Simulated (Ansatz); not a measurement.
Crystal: NiMoIrPdW.

```
CELL_PARAMETERS angstrom
-1.37004 1.37004 9.71647
1.37004 -1.37004 9.71647
1.37004 1.37004 -9.71647
ATOMIC_POSITIONS crystal
Ni 0.19862 0.19862 0.00000
Mo 0.60922 0.60922 0.00000
Pd 0.79310 0.79310 0.00000
Ir 0.39944 0.39944 0.00000
W 0.99565 0.99565 0.00000
```

The cell was built by a generator and needn't be a form met in nature.

- Program: Ansatz 0.2.0
- Task: relaxation of cell and atoms
- Functional: PBE
- Dispersion: D3(BJ)-ATM
- Potentials or basis: Ansatz PAW
- Cutoff: 420 eV (not typed: the program's choice for these potentials)
- k mesh: 10 × 10 × 10
- Occupations: fermi-dirac, width 0.05 eV
- Spin: collinear spin, ferromagnetic start
- Starting moments: [1.0, 1.0, 0.0, 0.6, 0.0] μB

At the start: volume 14.59 Å³/atom.

**Question.** Where does the relaxation end?

**Answer.** It ends after 5 steps and the volume is 14.26 Å³/atom (-2.3 %); space group I4mm (No. 107, to 0.05 Å); moment 0.00 μB per cell.

The path:
```csv
step,energy change (eV),largest force (eV/Å),volume (Å³)
1,0.0000,0.0537,72.95
2,-0.0299,0.0492,71.47
3,-0.0306,0.0196,71.28
4,-0.0306,0.0047,71.29
5,-0.0299,0.0048,71.29
```

Final structure:
```
CELL_PARAMETERS angstrom
-1.35784 1.35784 9.66596
1.35784 -1.35784 9.66596
1.35784 1.35784 -9.66596
ATOMIC_POSITIONS crystal
Ni 0.19885 0.19885 0.00000
Mo 0.60956 0.60956 0.00000
Pd 0.79296 0.79296 0.00000
Ir 0.39868 0.39868 0.00000
W 0.99597 0.99597 0.00000
```

Caveat: the plane-wave basis is chosen anew once the cell has moved, so the energies of steps on either side of that aren't comparable; pairwise dispersion overbinds metals, which lowers pressure and volume; the starting moments weren't kept.
